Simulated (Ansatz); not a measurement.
# FGeH3: the cost of one run

Program: Ansatz 0.2.0, Gaussian basis. Level of theory: PBE0-D4/def2-TZVP structures, single points in def2-TZVPP, no counterpoise correction. These are calculated values, not measurements.

Levels: SPW92, PBE-D4, BLYP-D4, r2SCAN-D4, B97M-V, PBE0-D4, B3LYP-D4, r2SCAN0-D4, BHLYP-D4, CAM-B3LYP-D4, wB97X-V, wB97M-V, B2PLYP, PBE-QIDH, RPA on PBE, Hartree-Fock, MP2, CCSD, CCSD(T).

Cores are frozen in the correlated methods. Filled d shells of the heavier atoms are correlated. Orbitals are unrestricted. B3LYP uses VWN-RPA correlation. B2PLYP carries no dispersion term here.

94 further runs of the same task are left out: 94 set aside as unsound or not needed. Runs told in other sessions of the task aren't counted.

## 1. The starting structure

The complex: 9 atoms, charge 0, spin multiplicity 2.

Atoms are counted from 1 here; the program's logs count them from 0.

Bond lengths: F1–Ge3 1.745 Å, C2–H4 1.081 Å, C2–H5 1.081 Å, C2–H6 1.081 Å, Ge3–H7 1.535 Å, Ge3–H8 1.532 Å, Ge3–H9 1.532 Å. Angles: H4–C2–H5 120.1°, H4–C2–H6 119.7°, H5–C2–H6 120.2°, F1–Ge3–H7 105.4°, F1–Ge3–H8 106.6°, F1–Ge3–H9 106.5°, H7–Ge3–H8 112.4°, H7–Ge3–H9 112.3°, H8–Ge3–H9 112.9°.

As a file:

```xyz
9
CH6FGe
F     1.53505   -1.00823   -0.24715
C    -0.99909    0.86488   -1.48860
Ge    0.75556   -0.67368    1.27823
H    -0.89579    1.92075   -1.28348
H    -0.12651    0.26882   -1.71497
H    -1.98287    0.41857   -1.51336
H     1.61622   -1.37288    2.33919
H     0.75125    0.84957    1.44282
H    -0.65383   -1.26781    1.18722
```

Its parts: GeH₃F holds atoms 1, 3, 7, 8, 9; CH₃ radical holds atoms 2, 4, 5, 6. Each part counts its atoms afresh in its own runs.

## 2. Relaxing GeH₃F alone

The input, relax-a/in.yaml:

```yaml
crystal:
  periodic: [false, false, false]
  atoms:
    - {symbol: F, position_ang: [1.535054, -1.008233, -0.247145]}
    - {symbol: Ge, position_ang: [0.755561, -0.673680, 1.278227]}
    - {symbol: H, position_ang: [1.616223, -1.372876, 2.339190]}
    - {symbol: H, position_ang: [0.751249, 0.849574, 1.442818]}
    - {symbol: H, position_ang: [-0.653830, -1.267806, 1.187225]}
basis:
  gaussian: {orbitals: def2-TZVP}
hamiltonian: {xc: pbe0, dispersion: d4}
relax: {f_tol: 0.005, max_steps: 200}
```

The run is started by

```
ansatz run in.yaml --threads 8 --pin off --events-out ev --progress --plain --max-ram 19148MiB
```

**Question.** How long does this run take on 8 threads of Arm Neoverse V1, shared host?

About 1.6 s.
